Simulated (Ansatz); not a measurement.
# Al13Ni3: the cost of one run

All numbers below are computed with Ansatz 0.2.0 (DFT PBE, scalar-relativistic, plane waves, PAW).

1 further run of the same task is left out (it didn't finish).

## Step 1: The starting structure

The cell holds 16 atoms (Al13Ni3): a = 6.276 Å, b = 6.276 Å, c = 6.276 Å, α = 90.00°, β = 90.00°, γ = 90.00°.

The sites of an ideal bcc lattice, at a guessed lattice constant, take 3 Ni, 13 Al (sublattices apart by semicolons), with a shake of 0.02 Å. Warren-Cowley parameters of the first shell (negative: unlike neighbours preferred): Al-Ni -0.03. In a cell this small the draw can fall short of the order aimed at.

Structure file:

```
CELL_PARAMETERS angstrom
6.27600 0.00000 0.00000
0.00000 6.27600 0.00000
0.00000 0.00000 6.27600
ATOMIC_POSITIONS crystal
Al 0.49652 0.00286 0.99521
Al 0.00509 0.50335 0.99965
Al 0.99587 0.99999 0.49997
Al 0.25091 0.25069 0.24578
Al 0.50045 0.49505 0.00503
Al 0.50523 0.00087 0.49601
Al 0.74732 0.25338 0.24833
Al 0.24951 0.75083 0.24996
Al 0.50046 0.50421 0.50334
Al 0.74876 0.75028 0.25170
Al 0.75346 0.24599 0.74620
Al 0.24740 0.74927 0.75028
Al 0.74277 0.74893 0.75071
Ni 0.99662 0.99433 0.99945
Ni 0.99791 0.49342 0.49682
Ni 0.25822 0.24898 0.74942
```

## Step 2: Relaxing on a coarse mesh

A cheap relaxation: coarse mesh, no symmetry, loose thresholds.

input.yaml

```yaml
crystal:
  lattice:
    - [6.27599836, 0.0, 0.0]
    - [0.0, 6.27599836, 0.0]
    - [0.0, 0.0, 6.27599836]
  atoms:
    - { symbol: Al, position: [0.4965201174, 0.0028577458, 0.9952146504] }
    - { symbol: Al, position: [0.0050867018, 0.5033545805, 0.9996462707] }
    - { symbol: Al, position: [0.9958674818, 0.9999903499, 0.499973197] }
    - { symbol: Al, position: [0.250914114, 0.2506942829, 0.2457768975] }
    - { symbol: Al, position: [0.500453306, 0.4950471369, 0.0050332462] }
    - { symbol: Al, position: [0.5052265719, 0.0008743478, 0.496008631] }
    - { symbol: Al, position: [0.7473245077, 0.2533826536, 0.2483310577] }
    - { symbol: Al, position: [0.249507652, 0.7508313638, 0.2499590605] }
    - { symbol: Al, position: [0.5004573201, 0.5042086004, 0.503341552] }
    - { symbol: Al, position: [0.7487646909, 0.7502790345, 0.2516978121] }
    - { symbol: Al, position: [0.7534636308, 0.2459909377, 0.7461974389] }
    - { symbol: Al, position: [0.2473996035, 0.7492657265, 0.7502826196] }
    - { symbol: Al, position: [0.7427731429, 0.7489292649, 0.7507092409] }
    - { symbol: Ni, position: [0.9966192189, 0.9943277668, 0.9994487499], spin: 2.0 }
    - { symbol: Ni, position: [0.9979133474, 0.4934247145, 0.4968166927], spin: 2.0 }
    - { symbol: Ni, position: [0.258217801, 0.2489839942, 0.7494246995], spin: 2.0 }
  symmetry: { detect: false }
basis:
  ecutwfc: 420
kpoints:
  mp_grid: { grid: [2, 2, 2], shift: [0.5, 0.5, 0.5] }
hamiltonian:
  xc: pbe
scf:
  occupations: { method: gaussian, width: 0.1 }
  lower_state_search: "off"
output:
  forces: true
  stress: true
  eigenvalues: true
  populations: true
magnetization:
  spin_polarized: true
relax:
  adjacent_minimum: "off"
  f_tol: 0.04
  max_steps: 50
  cell: { stress_tol: 0.3 }
```

Launch:

```sh
$ ansatz run input.yaml --threads 4 --pin off --max-ram 9216MiB --backend cpu --events-out ev --progress --plain --runs-dir out
```

**Question.** How long does this run take on 4 threads of Arm Neoverse V2, shared host, and how much memory does it need?

About 2.6 min, with a peak of 0.67 GiB.
